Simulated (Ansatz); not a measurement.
Consider a scan of the energy under strain of Ni, space group P6_3/mmc (Ansatz's Python interface).

The script, `strain.py`:
```python
import ansatz as az
import matplotlib.pyplot as plt
import numpy as np

XC = 'pbesol'
SMEARING_WIDTH = 0.1
CUTOFF = 520
MESH = (16, 16, 9)

VECTORS = np.array([
    [2.44802, 0.0, 0.0],
    [-1.22401, 2.12005, 0.0],
    [0.0, 0.0, 4.07281],
])
SITES = [
    ('Ni', [1 / 3, 2 / 3, 0.25], 1.0),
    ('Ni', [2 / 3, 1 / 3, 0.75], 1.0),
]


def make_crystal(cell):
    crystal = az.Crystal(lattice=az.Lattice.of(cell))
    for symbol, position, moment in SITES:
        crystal = crystal.atom(symbol, position, moment=moment or None)
    return crystal

values = np.linspace(-0.01, 0.01, 7)
energies = []
for d in values:
    strain = np.array([[0, d / 2, 0], [d / 2, 0, 0], [0, 0, 0]])
    cell = VECTORS @ (np.eye(3) + strain)
    model = make_crystal(cell).calculation()
    model = model.functional(XC)
    model = model.pseudopotentials('paw')
    model = model.occupations(az.OccupationsMethod.FERMI_DIRAC, width=SMEARING_WIDTH).spin(az.SpinTreatment.COLLINEAR)
    model = model.basis(CUTOFF).kpoints(*MESH)
    r = model.run().report
    energies.append(r['free_energy_ev'] / len(SITES))
    print(f'd = {d:+.4f}  F = {energies[-1]:.5f} eV/atom')
energies = np.array(energies)

for value, e in zip(values, energies):
    print(f'strain {value:7.3f}   E - Emin = {1000 * (e - energies.min()):9.3f} meV/atom')
plt.figure(figsize=(4.5, 3))
plt.plot(values, 1000 * (energies - energies.min()), 'o-')
plt.xlabel('strain')
plt.ylabel('meV/atom')
plt.tight_layout()
plt.savefig('strain.png', dpi=100)
curvature = 2 * np.polyfit(values, energies, 3)[1]
volume = abs(np.linalg.det(VECTORS)) / len(SITES)
print(f'd2E/dd2 over the volume: {curvature / volume * 160.21766:.1f} GPa')
```

How much energy does this shear strain cost, and what curvature follows?

Against the unstrained cell the energy per atom changes by +0.37 meV at one end of the scan and +0.37 meV at the other, and its second derivative over the volume is 112.7 GPa.

The output:

Running `python strain.py` prints:
```text
d = -0.0100  F = -5804.97637 eV/atom
d = -0.0067  F = -5804.97657 eV/atom
d = -0.0033  F = -5804.97670 eV/atom
d = +0.0000  F = -5804.97674 eV/atom
d = +0.0033  F = -5804.97670 eV/atom
d = +0.0067  F = -5804.97657 eV/atom
d = +0.0100  F = -5804.97637 eV/atom
strain  -0.010   E - Emin =     0.372 meV/atom
strain  -0.007   E - Emin =     0.165 meV/atom
strain  -0.003   E - Emin =     0.042 meV/atom
strain   0.000   E - Emin =     0.000 meV/atom
strain   0.003   E - Emin =     0.042 meV/atom
strain   0.007   E - Emin =     0.165 meV/atom
strain   0.010   E - Emin =     0.372 meV/atom
d2E/dd2 over the volume: 112.7 GPa
```

Total energies depend on the potentials; only differences at equal settings carry meaning. Other magnetic orders than the one started from may lie lower. The curvature belongs to this strain pattern and to the cell's stress; it equals a single elastic constant only for simple patterns. In a metal a curvature from energy changes of a few meV or less hangs on mesh and smearing, in size and even in sign. This isn't the structure that Ni takes at ambient conditions. The ions keep their fractional positions (clamped ions). Timing: 4.7 min on 1 thread of Intel(R) Xeon(R) Processor @ 2.30GHz, with other jobs on the host, peak memory 1.1 GiB.
